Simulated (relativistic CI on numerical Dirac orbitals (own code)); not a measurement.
**Pb XXXVII (Pb³⁶⁺): levels and lines**

Aim: the low levels of Pb³⁶⁺, their labels and the strongest lines; further runs change one setting each.

Method: Dirac-Coulomb-Breit CI, KLI orbitals optimised for each configuration, model QED (radiative potential, 1s self-energy scaled to tabulated hydrogen-like ionisation energies). Code: relativistic CI on numerical Dirac orbitals (own code) version 4.

### Step 1. The system

| Item | Value |
| --- | --- |
| ion | Pb³⁶⁺ (Pb XXXVII) |
| nuclear charge | 82 |
| electrons | 46 |
| isotope | A = 208 |
| first configuration typed | [Kr] 4d10 |

The outer shells:

first configuration typed
```
[Kr] core
4d [↑↓][↑↓][↑↓][↑↓][↑↓]
```

### Step 2. CI with the chosen configurations

Input settings:

```ini
atom Pb  Z=82  charge=36  electrons=46
nucleus A=208  rms_radius_fm=5.5012
hamiltonian dirac-coulomb  breit=on  qed=on  c_scale=1
orbitals kli  potential=per-configuration
slater_scale 1
correlation none
mixing on
configurations
  [Kr] 4d10
  [Kr] 4d9 4f
  [Ar] 3d10 4s2 4p5 4d10 4f
  [Ar] 3d10 4s 4p6 4d10 4f
  [Kr] 4d9 5s
  [Kr] 4d9 5p
  [Kr] 4d9 5d
  [Ar] 3d10 4s2 4p5 4d10 5s
  [Ar] 3d10 4p6 4d10 4f2
  [Ar] 3d10 4p6 4d9 4f3
  [Ar] 3d10 4p5 4d10 4f3
  [Ar] 3d10 4p6 4d9 4f2 5s
  [Ar] 3d10 4p6 4d9 4f2 5p
  [Ar] 3d10 4p6 4d9 4f2 5d
end
```

On the command line:

```bash
$ python run_levels.py task.json out
```

The settings of every run stand in task.json; they run in order.

### Step 3. Slater integrals scaled by 0.9

Changes to the settings of step 2:

```diff
@@ -4,3 +4,3 @@
 orbitals kli  potential=per-configuration
-slater_scale 1
+slater_scale 0.9
 correlation none
```

### Step 4. Without QED terms

Changes to the settings of step 3:

```diff
@@ -2,5 +2,5 @@
 nucleus A=208  rms_radius_fm=5.5012
-hamiltonian dirac-coulomb  breit=on  qed=on  c_scale=1
+hamiltonian dirac-coulomb  breit=on  qed=off  c_scale=1
 orbitals kli  potential=per-configuration
-slater_scale 0.9
+slater_scale 1
 correlation none
```

### Step 5. Non-relativistic limit (c × 1000)

Changes to the settings of step 4:

```diff
@@ -2,3 +2,3 @@
 nucleus A=208  rms_radius_fm=5.5012
-hamiltonian dirac-coulomb  breit=on  qed=off  c_scale=1
+hamiltonian dirac-coulomb  breit=off  qed=off  c_scale=1000
 orbitals kli  potential=per-configuration
```

(Steps that only read results are left out.)

**Question.** What will these runs give? Wanted: lowest level; first excitation; lowest level of the other parity; fastest E1 line; ionisation energy.

The runs gave:

| run | time | mean size of shift, levels followed (cm⁻¹) | lowest level | ionisation energy (eV) |
| --- | --- | --- | --- | --- |
| main run | 1.3 s | 0 | 4d10 1S0 | 1703.6 |
| Slater integrals scaled by 0.9 | 1.5 s | 3167 | 4d10 1S0 | 1703.6 |
| without QED terms | 1.1 s | 302 | 4d10 1S0 | 1703.5 |
| non-relativistic limit (c × 1000) | 0.91 s | 55657 | 4d10 1S0 | - |

The tabulated theoretical ionisation energy (NIST) is 1704 eV.

| quantity | value |
| --- | --- |
| lowest level | 4d10 1S0 |
| first excitation | 4d9 4f 3P°0, 229.48 eV |
| lowest level of the other parity | 4d9 4f 3P°0, 229.48 eV |
| levels in the model | 2548 |
| fastest E1 line (by rate) to the lowest level among the lowest 88 of 2548 levels | 3.938 nm, from 4d9 4f 1P°1 |
| ionisation energy | 1703.6 eV |
| ionisation energy, tabulated theoretical (NIST) | 1704 eV |

**Reading.** 4d10 1S0 comes out lowest; its LS label holds 100 % and its jj label 100 %; over the low levels the means are 69 and 91 %, so jj coupling describes them better. The ionisation energy agrees with the tabulated theoretical value within its uncertainty of 5 eV. Of the changes tried, the run «non-relativistic limit (c × 1000)» moves the low levels most, by 55657 cm⁻¹ on average. Lifetimes count radiative decay inside the model alone.
